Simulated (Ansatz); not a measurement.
**CH4AlNO2: one species, many methods**

The task here is to estimate one member of a computed series from the others.

The runs use Ansatz 0.2.0, Gaussian basis; functionals in def2-TZVPP, the program's frozen cores in correlated methods.

Levels to be run: LDA (SPW92), PBE-D4, revPBE-D4, BLYP-D4, r2SCAN-D4, B97M-V, PBE0-D4, B3LYP-D4, r2SCANh-D4, r2SCAN0-D4, HSE06-D4, BHLYP-D4, CAM-B3LYP-D4, LC-ωPBE, ωB97X-V, ωB97M-V, B2PLYP, PBE-QIDH; CCSD(T)/def2-SVP; CCSD(T)/def2-TZVPP; MP2/def2-QZVPP; extrapolation to the limit; RPA on PBE.

## The geometry

The geometry comes from an earlier relaxation with PBE0-D4 in a triple-zeta def2 set; it is a stationary point, not always the lowest conformer.

SMILES `[NH2][Al]([OH])[CH]=O`, 9 atoms, charge 0, spin multiplicity 1.

Atoms are counted from 1 here; the program's logs count them from 0.

Bond lengths: N1–Al2 1.758 Å, N1–H6 1.008 Å, N1–H7 1.006 Å, Al2–O3 1.692 Å, Al2–C4 2.010 Å, O3–H8 0.955 Å, C4–O5 1.213 Å, C4–H9 1.118 Å. Angles: Al2–N1–H6 121.3°, Al2–N1–H7 128.1°, H6–N1–H7 110.6°, N1–Al2–O3 126.1°, N1–Al2–C4 115.1°, O3–Al2–C4 118.8°, Al2–O3–H8 126.8°, Al2–C4–O5 117.1°, Al2–C4–H9 125.0°, O5–C4–H9 118.0°.

The first run:

File in.yaml:

```yaml
crystal:
  periodic: [false, false, false]
  atoms:
    - {symbol: N, position_ang: [0.528652, 1.075925, 1.050019]}
    - {symbol: Al, position_ang: [-0.110547, -0.321169, 0.195173]}
    - {symbol: O, position_ang: [-0.666942, -1.753918, 0.902628]}
    - {symbol: C, position_ang: [-0.161870, -0.145447, -1.806197]}
    - {symbol: O, position_ang: [0.244497, 0.894521, -2.279217]}
    - {symbol: H, position_ang: [0.841347, 1.895695, 0.553657]}
    - {symbol: H, position_ang: [0.641530, 1.197682, 2.041840]}
    - {symbol: H, position_ang: [-0.693307, -1.958965, 1.834482]}
    - {symbol: H, position_ang: [-0.534859, -0.930722, -2.509486]}
basis:
  gaussian: {orbitals: def2-TZVPP}
hamiltonian: {xc: lda}
output: {orbitals: {seedname: orbitals}}
```

On the command line:

```
$ ansatz run in.yaml --threads 2 --pin off --events-out ev --progress --plain --max-ram 4352MiB
```

Steps of the session up to this table: LDA; PBE-D4 (GGA); revPBE-D4 (GGA); BLYP-D4 (GGA); r2SCAN-D4 (meta-GGA); B97M-V (meta-GGA); B3LYP-D4 (hybrid); r2SCANh-D4 (hybrid); r2SCAN0-D4 (hybrid); HSE06-D4 (hybrid); BHLYP-D4 (hybrid); CAM-B3LYP-D4 (range-separated); LC-ωPBE (range-separated); ωB97X-V (range-separated); ωB97M-V (range-separated); B2PLYP (double hybrid); PBE-QIDH (double hybrid).

One of the session's tables, all rows but one given; the rest of the session is left out.

It belongs to the step «Frontier levels by functional». 

```
  functional  HOMO (eV)  LUMO (eV)  gap (eV)
 LDA (SPW92)      -5.23      -2.99      2.23
      PBE-D4          ?          ?         ?
   revPBE-D4      -5.02      -2.62      2.39
     BLYP-D4      -5.01      -2.58      2.42
   r2SCAN-D4      -5.30      -2.53      2.77
      B97M-V      -5.42      -2.45      2.97
     PBE0-D4      -6.52      -1.63      4.89
    B3LYP-D4      -6.32      -1.88      4.43
  r2SCANh-D4      -5.85      -2.12      3.73
  r2SCAN0-D4      -6.68      -1.53      5.16
    HSE06-D4      -6.12      -2.02      4.09
    BHLYP-D4      -7.94      -0.53      7.42
CAM-B3LYP-D4      -7.94      -0.46      7.48
     LC-ωPBE      -9.20       0.77      9.97
     ωB97X-V      -8.91       0.66      9.57
     ωB97M-V      -8.83       0.53      9.35
```

Q: Estimate the row for PBE-D4 from the others.

The run gave: HOMO (eV): -5.09; LUMO (eV): -2.73; gap (eV): 2.36. In the column «HOMO (eV)» it lies between LDA (SPW92) (-5.23) and revPBE-D4 (-5.02).
